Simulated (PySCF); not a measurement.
# triplet SiH2Br2 at 6 levels

We compute a comparison of 6 runs (UHF/STO-3G, UB3LYP/6-31G*, UB2PLYP/def2-SVP, UBHLYP/def2-SVP, UCAM-B3LYP/def2-SVP, USCS-MP2/def2-SVP) of triplet SiH2Br2. 

The results are computed with PySCF 2.14.0.

3 further runs of the same task are left out: 3 set aside as unsound or not needed.

### 1 The molecule

SiH2Br2: 5 atoms, total charge 0, spin state triplet. As SMILES of the parent species, `Br[SiH2]Br`. Geometry: relaxed at PBE0-D4/def2-TZVP. That shape belongs to the parent species and isn't relaxed for this state.

Bond lengths: Br1–Si2 2.207 Å, Si2–Br3 2.207 Å, Si2–H4 1.476 Å, Si2–H5 1.476 Å. Angles: Br1–Si2–Br3 110.8°, Br1–Si2–H4 108.4°, Br1–Si2–H5 108.4°, Br3–Si2–H4 108.4°, Br3–Si2–H5 108.4°, H4–Si2–H5 112.5°.

### 2 The energy at UHF/STO-3G (run 1)

File calc.py:

```python
from pyscf import gto

mol = gto.M(
    atom=[
    ('Br', (-1.672690, -1.239290, 0.362310)),
    ('Si', (0.158230, -0.046290, 0.054680)),
    ('Br', (-0.295570, 1.814160, -1.042010)),
    ('H', (1.103430, -0.843230, -0.751710)),
    ('H', (0.706590, 0.314640, 1.376730)),
],
    basis='sto-3g',
    spin=2,
    charge=0,
    max_memory=1860,
    verbose=3,
)

mf = mol.UHF()
mf.conv_tol = 1e-10
mf.kernel()
if not mf.converged:
    mf = mf.newton().run(mf.mo_coeff, mf.mo_occ)

e_tot = mf.e_tot
print('E(%s) = %.9f' % ('HF', e_tot))
```

Launch:

```console
$ OMP_NUM_THREADS=1 python calc.py
```

What it wrote:

```text
WARN: HOMO -0.0846024562680265 >= LUMO -0.549046698981655

WARN: HOMO -0.01080500507982 >= LUMO -0.120762520027362

WARN: HOMO 0.00089887145468065 >= LUMO -0.0714654235302449

WARN: HOMO -0.0110501551228946 >= LUMO -0.0493508607316331

WARN: HOMO -0.0122757679245582 >= LUMO -0.0443776518650882

WARN: HOMO -0.014604729423892 >= LUMO -0.0456408561198366

WARN: HOMO -0.0164564627729029 >= LUMO -0.041360316100008

WARN: HOMO -0.0154324742420554 >= LUMO -0.0429255532246906

WARN: HOMO -0.0153146767961158 >= LUMO -0.0431030979555589

WARN: HOMO -0.0157412422674068 >= LUMO -0.0423950497605244

WARN: HOMO -0.0156244272433851 >= LUMO -0.0426806484053922

WARN: HOMO -0.0156329160188214 >= LUMO -0.0426528735661212

WARN: HOMO -0.0156366898227308 >= LUMO -0.0426468540466008

WARN: HOMO -0.0156365751877364 >= LUMO -0.0426468954456142

converged SCF energy = -5375.87284211764  <S^2> = 2.0059306  2S+1 = 3.0039512
E(HF) = -5375.872842118
```

Run time: 0.89 s. Hardware: 1 thread of Arm Neoverse V2, shared host; peak memory 0.12 GiB.

### 3 A single-point energy at UB3LYP/6-31G(d) (spherical functions) (run 2)

File job.py:

```python
from pyscf import gto, dft

mol = gto.Mole()
mol.atom = [
    ('Br', (-1.672690, -1.239290, 0.362310)),
    ('Si', (0.158230, -0.046290, 0.054680)),
    ('Br', (-0.295570, 1.814160, -1.042010)),
    ('H', (1.103430, -0.843230, -0.751710)),
    ('H', (0.706590, 0.314640, 1.376730)),
]
mol.basis = '6-31g*'
mol.verbose = 4
mol.max_memory = 1860
mol.spin = 2
mol.build()

mf = dft.UKS(mol)
mf.xc = 'b3lyp'
mf.grids.level = 5
mf.conv_tol = 1e-10
mf.kernel()
if not mf.converged:
    mf = mf.newton().run(mf.mo_coeff, mf.mo_occ)

e_tot = mf.e_tot
print('E = %.10f Eh' % e_tot)
```

Launch:

```console
$ OMP_NUM_THREADS=1 python job.py
```

What it wrote:

```text
PySCF version 2.14.0

[... 60 lines left out ...]
[... the frontier-level lines of each cycle are left out ...]
[... 11 lines left out ...]
[... 11 lines left out ...]
[... 11 lines left out ...]
[... 11 lines left out ...]
[... 1 line left out ...]
cycle= 10 E= -5438.30173554599  delta_E= -2.33e-09  |g|= 1.99e-05  |ddm|= 0.000381


cycle= 11 E= -5438.3017355464  delta_E= -4.11e-10  |g|= 5.15e-06  |ddm|= 0.000143


cycle= 12 E= -5438.30173554644  delta_E= -3.82e-11  |g|= 1.79e-06  |ddm|= 5.66e-05


Extra cycle  E= -5438.30173554644  delta_E= -5.46e-12  |g|= 3.34e-06  |ddm|= 2.3e-05
converged SCF energy = -5438.30173554644  <S^2> = 2.0029524  2S+1 = 3.0019676
E = -5438.3017355464 Eh
```

Wall time 31 s (1 thread of Arm Neoverse V2, shared host); peak memory 0.47 GiB.

### 4 The energy at UB2PLYP/def2-SVP (run 3)

File job.py:

```python
from pyscf import gto, dft, mp

mol = gto.Mole()
mol.atom = [
    ('Br', (-1.672690, -1.239290, 0.362310)),
    ('Si', (0.158230, -0.046290, 0.054680)),
    ('Br', (-0.295570, 1.814160, -1.042010)),
    ('H', (1.103430, -0.843230, -0.751710)),
    ('H', (0.706590, 0.314640, 1.376730)),
]
mol.spin = 2
mol.verbose = 3
mol.max_memory = 1860
mol.basis = 'def2-svp'
mol.build()

mf = dft.UKS(mol)
mf.xc = '0.53*HF + 0.47*B88, 0.73*LYP'
mf.conv_tol = 1e-10
mf.grids.level = 5
mf.kernel()
if not mf.converged:
    mf = mf.newton().run(mf.mo_coeff, mf.mo_occ)

pt = mp.MP2(mf, frozen=23).run()
e_tot = mf.e_tot + 0.27 * pt.e_corr
print('PT2 part  %.8f' % (0.27 * pt.e_corr))
print('Final energy', e_tot)
```

Launch:

```console
$ OMP_NUM_THREADS=1 python job.py
```

What it wrote:

```text
WARN: HOMO -0.00104993000812215 >= LUMO -0.332347470445943

WARN: HOMO -0.109814866032623 >= LUMO -0.232260434965851

WARN: HOMO -0.0980668083692056 >= LUMO -0.228416605605929

WARN: HOMO -0.0998188197993133 >= LUMO -0.223573716769085

WARN: HOMO -0.10087788025265 >= LUMO -0.221194544113726

WARN: HOMO -0.101127870956747 >= LUMO -0.221386504835565

WARN: HOMO -0.101353084784372 >= LUMO -0.221496510648867

WARN: HOMO -0.101286135793674 >= LUMO -0.22144806052937

WARN: HOMO -0.101255940135361 >= LUMO -0.221453450662057

WARN: HOMO -0.101313504396518 >= LUMO -0.221531683528657

WARN: HOMO -0.101295577714498 >= LUMO -0.221518101714159

WARN: HOMO -0.101301283040929 >= LUMO -0.221521503549301

WARN: HOMO -0.101300237716396 >= LUMO -0.221521984593623

WARN: HOMO -0.101299961377207 >= LUMO -0.221522289233596

WARN: HOMO -0.101299679955456 >= LUMO -0.221522087378818

WARN: HOMO -0.101300136584441 >= LUMO -0.221522193405351

WARN: HOMO -0.10129921808094 >= LUMO -0.221522231945488

WARN: HOMO -0.101299446182176 >= LUMO -0.221522928356036

WARN: HOMO -0.101299370930179 >= LUMO -0.221522860020172

converged SCF energy = -5437.01118387553  <S^2> = 2.0070645  2S+1 = 3.004706
E(UMP2) = -5437.70370588402  E_corr = -0.692522008496709
E(SCS-UMP2) = -5437.65814250137  E_corr = -0.646958625842794
PT2 part  -0.18698094
Final energy -5437.198164817822
```

It took 47 s on 1 thread of Arm Neoverse V2, shared host; peak memory 0.5 GiB.

Runs 4 to 5 aren't shown in full; the table further down has their settings and results.

### 5 A single-point energy at USCS-MP2/def2-SVP (run 6)

File run.py:

```python
from pyscf import gto, scf, mp

mol = gto.M(
    atom=[
    ('Br', (-1.672690, -1.239290, 0.362310)),
    ('Si', (0.158230, -0.046290, 0.054680)),
    ('Br', (-0.295570, 1.814160, -1.042010)),
    ('H', (1.103430, -0.843230, -0.751710)),
    ('H', (0.706590, 0.314640, 1.376730)),
],
    charge=0,
    basis='def2-svp',
    verbose=3,
    max_memory=1860,
    spin=2,
)

mf = scf.UHF(mol)
mf.conv_tol = 1e-10
mf.kernel()
if not mf.converged:
    mf = mf.newton().run(mf.mo_coeff, mf.mo_occ)

pt = mp.MP2(mf, frozen=23).run()
e_final = mf.e_tot + 1.2 * pt.e_corr_os + pt.e_corr_ss / 3
print(f'total energy: {e_final:.8f} hartree')
```

Launch:

```console
$ OMP_NUM_THREADS=1 python run.py
```

What it wrote:

```text
WARN: HOMO 0.0591604450069214 >= LUMO -0.34528632633542

WARN: HOMO -0.158840694224164 >= LUMO -0.209128035130954

WARN: HOMO -0.140022635143367 >= LUMO -0.187755089761432

WARN: HOMO -0.143618843556699 >= LUMO -0.176727793292191

WARN: HOMO -0.146843817205402 >= LUMO -0.173710811113777

WARN: HOMO -0.147878248315853 >= LUMO -0.171848780060437

WARN: HOMO -0.149424028002764 >= LUMO -0.170114261686401

WARN: HOMO -0.148916655472068 >= LUMO -0.170820569242966

WARN: HOMO -0.149638711370547 >= LUMO -0.1708528007571

WARN: HOMO -0.149632385048617 >= LUMO -0.170795797747684

WARN: HOMO -0.149629229714495 >= LUMO -0.170810181002504

WARN: HOMO -0.149645337207838 >= LUMO -0.170838069239284

WARN: HOMO -0.149627278456925 >= LUMO -0.170794190092554

WARN: HOMO -0.149624881172914 >= LUMO -0.17083647485476

WARN: HOMO -0.149611770910739 >= LUMO -0.170828270907092

WARN: HOMO -0.149609818278397 >= LUMO -0.170831441897668

WARN: HOMO -0.149610267588291 >= LUMO -0.170832090325567

WARN: HOMO -0.149609500759492 >= LUMO -0.170831453376735

WARN: HOMO -0.149609694996527 >= LUMO -0.17083149808605

converged SCF energy = -5434.01227418827  <S^2> = 2.0150328  2S+1 = 3.0100052
E(UMP2) = -5434.58721340519  E_corr = -0.574939216918646
E(SCS-UMP2) = -5434.54941755975  E_corr = -0.537143371476915
total energy: -5434.54941756 hartree
```

Run time: 3.9 s. Hardware: 1 thread of Arm Neoverse V2, shared host; peak memory 0.24 GiB.

### 6 Overview of the runs

| run | level | integration grid | frozen core orbitals | energy (Eh) | dipole moment (D) of the reference | HOMO energy (eV) | ⟨S²⟩ | wall time |
| --- | --- | --- | --- | --- | --- | --- | --- | --- |
| 1 | UHF/STO-3G | – | – | -5375.872842 | 1.67 | -0.43 | 2.006 | 0.89 s |
| 2 | UB3LYP/6-31G* (spherical functions) | 5 | – | -5438.301736 | 0.74 | -2.31 | 2.003 | 31 s |
| 3 | UB2PLYP/def2-SVP | 5 | 23 | -5437.198165 | 0.68 | -2.76 | 2.007 | 47 s |
| 4 | UBHLYP/def2-SVP | 5 | – | -5438.100532 | 0.70 | -2.82 | 2.007 | 48 s |
| 5 | UCAM-B3LYP/def2-SVP | 5 | – | -5438.375669 | 0.74 | -3.15 | 2.005 | 71 s |
| 6 | USCS-MP2/def2-SVP | – | 23 | -5434.549418 | 0.65 | -4.07 | 2.015 | 3.9 s |

### 7 Results

```
                                                         quantity           value
                                              run 6: total energy  -5434.54942 Eh
                      run 6: dipole moment (Hartree–Fock density)          0.65 D
run 6: HOMO energy (Hartree–Fock orbitals) (highest over α and β)        -4.07 eV
              run 6: correlation energy (23 core orbitals frozen)      -537.1 mEh
                         run 6: ⟨S²⟩ of the reference determinant           2.015
```

Over runs 1, 2, 3, 4, 5 the dipole moment (its size) runs from 0.68 D (UB2PLYP/def2-SVP) to 1.67 D (UHF/STO-3G). The two ends differ in method and basis. A double hybrid's value is that of its SCF part. Totals of different functionals can't be ranked against each other. In run 1 the basis is minimal, so the values are rough. All runs together took 3.4 min, the longest 71 s.
